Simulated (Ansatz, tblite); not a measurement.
# Nb2(F)10: one state, many levels

An exercise on one series of results from a longer session: the logs are not shown, and one member is left open.

Computed with Ansatz 0.2.0, Gaussian basis. Level: as each input shows.

The runs, in order: GFN1-xTB, GFN2-xTB, PBE-D4/def2-TZVP, r2SCAN-D4/def2-TZVP, B3LYP-D4/def2-TZVP, LDA/def2-TZVP, PBE-D4/def2-SVP, PBE0-D4/def2-SVP, MP2/def2-SVP, RPA/def2-SVP.

3 further runs of the same task are left out: 1 that didn't finish, 2 set aside as unsound or not needed. Runs told in other sessions of the task aren't counted.

**The structure**

The geometry is that of the singlet, from an earlier relaxation (PBE-D4/def2-SVP).

12 atoms, charge 0, spin multiplicity 1.

Bond lengths: Nb1–F2 1.871 Å, Nb1–F3 1.844 Å, Nb1–F4 1.871 Å, Nb1–F5 1.843 Å, Nb1–F6 2.108 Å, Nb1–F12 2.107 Å, F6–Nb7 2.107 Å, Nb7–F8 1.871 Å, Nb7–F9 1.844 Å, Nb7–F10 1.871 Å, Nb7–F11 1.843 Å, Nb7–F12 2.108 Å. Angles: F2–Nb1–F3 94.5°, F2–Nb1–F4 165.4°, F2–Nb1–F5 94.5°, F2–Nb1–F6 84.0°, F2–Nb1–F12 84.0°, F3–Nb1–F4 94.5°, F3–Nb1–F5 103.9°, F3–Nb1–F6 92.8°, F3–Nb1–F12 163.2°, F4–Nb1–F5 94.5°, F4–Nb1–F6 84.0°, F4–Nb1–F12 84.0°, F5–Nb1–F6 163.2°, F5–Nb1–F12 92.9°, F6–Nb1–F12 70.4°, Nb1–F6–Nb7 109.6°, F6–Nb7–F8 84.0°, F6–Nb7–F9 163.2° and more.

Nb takes a core potential in the def2 sets. No spin-orbit coupling is included.

PBE0-D4/def2-TZVP was run before; its log isn't repeated, and its numbers join the tables.

Set-up of the first run:

Tight binding, by tblite at 300 K electronic temperature and without a spin-polarisation term:

```python
tblite.interface.Calculator('GFN1-xTB', numbers, positions, charge=0, uhf=0).singlepoint()
```

Tight binding, by tblite at 300 K electronic temperature and without a spin-polarisation term:

```python
tblite.interface.Calculator('GFN2-xTB', numbers, positions, charge=0, uhf=0).singlepoint()
```

start.molden holds the orbitals of an earlier run on this state, given as this run's starting guess.

Contents of in.yaml:

```yaml
crystal:
  periodic: [false, false, false]
  atoms:
    - {symbol: Nb, position_ang: [-0.252821, -1.388839, 0.987428]}
    - {symbol: F, position_ang: [-1.378366, -0.223144, 1.923069]}
    - {symbol: F, position_ang: [-1.533009, -2.701229, 0.794044]}
    - {symbol: F, position_ang: [0.942006, -2.170491, -0.221907]}
    - {symbol: F, position_ang: [0.693128, -1.908056, 2.482095]}
    - {symbol: F, position_ang: [-0.930701, -0.331646, -0.705715]}
    - {symbol: Nb, position_ang: [0.252816, 1.388852, -0.987446]}
    - {symbol: F, position_ang: [1.378369, 0.223069, -1.922955]}
    - {symbol: F, position_ang: [1.532988, 2.701236, -0.793980]}
    - {symbol: F, position_ang: [-0.942096, 2.170442, 0.221847]}
    - {symbol: F, position_ang: [-0.692976, 1.908123, -2.482197]}
    - {symbol: F, position_ang: [0.930652, 0.331673, 0.705717]}
basis:
  gaussian: {orbitals: def2-TZVP, initial_orbitals: start.molden}
hamiltonian: {xc: pbe, dispersion: d4}
scf: {omitted_lower_state_checks: [starts]}
output: {forces: true, orbitals: {seedname: orbitals}}
```

Started as:

```bash
ansatz run in.yaml --threads 4 --pin off --events-out ev --progress --plain --max-ram 6963MiB
```

Steps of the session up to this table: PBE-D4/def2-TZVP; r2SCAN-D4/def2-TZVP; B3LYP-D4/def2-TZVP; LDA/def2-TZVP; PBE-D4/def2-SVP; PBE0-D4/def2-SVP; MP2/def2-SVP; RPA/def2-SVP.

One table of the session follows, with a row left open; its other results are not shown here.

It belongs to the step «Binding energy». 

| level | binding an atom (eV) |
| --- | --- |
| HF/def2-SVP | 3.221 |
| LDA/def2-TZVP | 6.000 |
| PBE-D4/def2-SVP | 5.439 |
| PBE-D4/def2-TZVP | ? |
| r2SCAN-D4/def2-TZVP | 5.045 |
| B3LYP-D4/def2-TZVP | 4.964 |
| PBE0-D4/def2-SVP | 4.998 |
| PBE0-D4/def2-TZVP | 4.845 |
| RPA/def2-SVP | 4.411 |
| MP2/def2-SVP | 5.068 |

**Question.** Estimate the row for PBE-D4/def2-TZVP.

As computed: binding an atom (eV): 5.223. In the column «binding an atom (eV)» it lies between MP2/def2-SVP (5.068) and PBE-D4/def2-SVP (5.439).

To keep in mind: Free atoms were run apart at each level; binding is atoms less cluster, divided by the number of atoms, without zero-point or spin-orbit terms.
